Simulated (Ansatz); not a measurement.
# Nb2Te2S: the cost of one run

Computed with Ansatz 0.2.0 (DFT PBE, scalar-relativistic, plane waves, PAW, unless a step's input says otherwise).

1 further run of the same task is left out (set aside as unsound or not needed).

**1. The system as given**

It takes space group R-3m (No. 166, trigonal). The conventional cell has a = 4.029 Å, b = 4.029 Å, c = 28.007 Å, α = 90.00°, β = 90.00°, γ = 120.00°. Nb (site symmetry 3m) has 3 S at 2.85 Å and 3 Te at 2.91 Å as nearest neighbours. Around Te (site symmetry 3m) lie 3 Nb at 2.91 Å. S (site symmetry -3m) has 6 Nb at 2.85 Å as nearest neighbours.

Coordinates:

```xyz
5
Lattice="2.0143 1.1629 9.3356 -2.0143 1.1629 9.3356 0.0000 -2.3259 9.3356" Properties=species:S:1:pos:R:3 pbc="T T T"
Nb    0.0000    0.0000   17.0281
Nb    0.0000    0.0000   10.9786
Te    0.0000    0.0000    5.9374
Te    0.0000    0.0000   22.0693
S     0.0000    0.0000    0.0000
```

Recipe of the guess: species swapped into a database cell of Bi2Te2S (R-3m, No. 166), with Nb on the Bi sites. Lengths come from tabulated atomic sizes and are only a guess.

**2. A first look at the guess**

input.yaml

```yaml
crystal:
  lattice:
    - [2.01426716, 1.16293769, 9.33557763]
    - [-2.01426716, 1.16293769, 9.33557763]
    - [0.0, -2.32587537, 9.33557763]
  atoms:
    - { symbol: Nb, position: [0.60799998, 0.60799998, 0.60799998] }
    - { symbol: Nb, position: [0.39200002, 0.39200002, 0.39200002] }
    - { symbol: Te, position: [0.212, 0.212, 0.212] }
    - { symbol: Te, position: [0.788, 0.788, 0.788] }
    - { symbol: S, position: [0.0, 0.0, 0.0] }
basis:
  ecutwfc: 420
kpoints:
  mp_grid: { grid: [6, 6, 6] }
hamiltonian:
  xc: pbe
scf:
  occupations: { method: gaussian, width: 0.1 }
  lower_state_search: "off"
output:
  forces: true
  stress: true
  eigenvalues: true
```

Run with:

```bash
$ ansatz run input.yaml --threads 1 --pin off --max-ram 2560MiB --backend cpu --events-out ev --progress --plain --runs-dir out
```

Q: Estimate wall time and peak memory on 1 thread of Intel Xeon 6975P-C (Granite Rapids), shared host.

About 4.7 s, with a peak of 0.5 GiB.
